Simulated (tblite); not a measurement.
# C7H7F2: the cost of one run

Programs: tblite 0.8.0 and PySCF 2.14.0, with density-fitted response routines of our own. Each step states its level of theory. These are calculated values for one molecule in the gas phase, unless marked as measured. Atoms count from 0, in the outputs and in this text.

**1. Starting geometry**

16 atoms, charge 0, multiplicity 2; geometry from: force field or distance geometry start.

Bonds of the start (Å): C0–C1 1.34, C1–F2 1.35, C1–C3 1.47, C3–C4 1.33, C4–C5 1.49, C4–C6 1.45, C6–C7 1.31, C7–F8 1.37, C0–H9 1.10, C0–H10 1.07, C3–H11 1.09, C5–H12 1.12, C5–H13 1.13, C5–H14 1.11, C7–H15 1.10.

**2. Optimising the geometry with GFN2-xTB**

What the job is given:

```
{"job": {"kind": "relax", "xc": "GFN2-xTB", "basis": "xTB"}, "charge": 0, "multiplicity": 2}
C      2.985900    -0.607600    -0.514800
C      1.656100    -0.707500    -0.402100
F      0.963300    -1.775500    -0.846700
C      0.904000     0.370900     0.262300
C     -0.414200     0.279100     0.413000
C     -1.098400     1.415600     1.087200
C     -1.124200    -0.874800    -0.106800
C     -2.419500    -1.018800     0.000700
F     -3.032100    -2.139800    -0.500700
H      3.400700     0.317400    -0.085400
H      3.592600    -1.356700    -0.990500
H      1.423800     1.245600     0.664100
H     -1.492500     1.052900     2.073600
H     -0.376300     2.257600     1.279200
H     -1.890900     1.837600     0.441900
H     -3.086100    -0.286900     0.481200
```

Command:

```console
OMP_NUM_THREADS=1 python probes_run.py task.json out
```

One launch serves the whole session: the jobs run in the order shown.

**Question.** How long does this first job take on 1 thread of Arm Neoverse V1, shared host?

About 1.1 s.
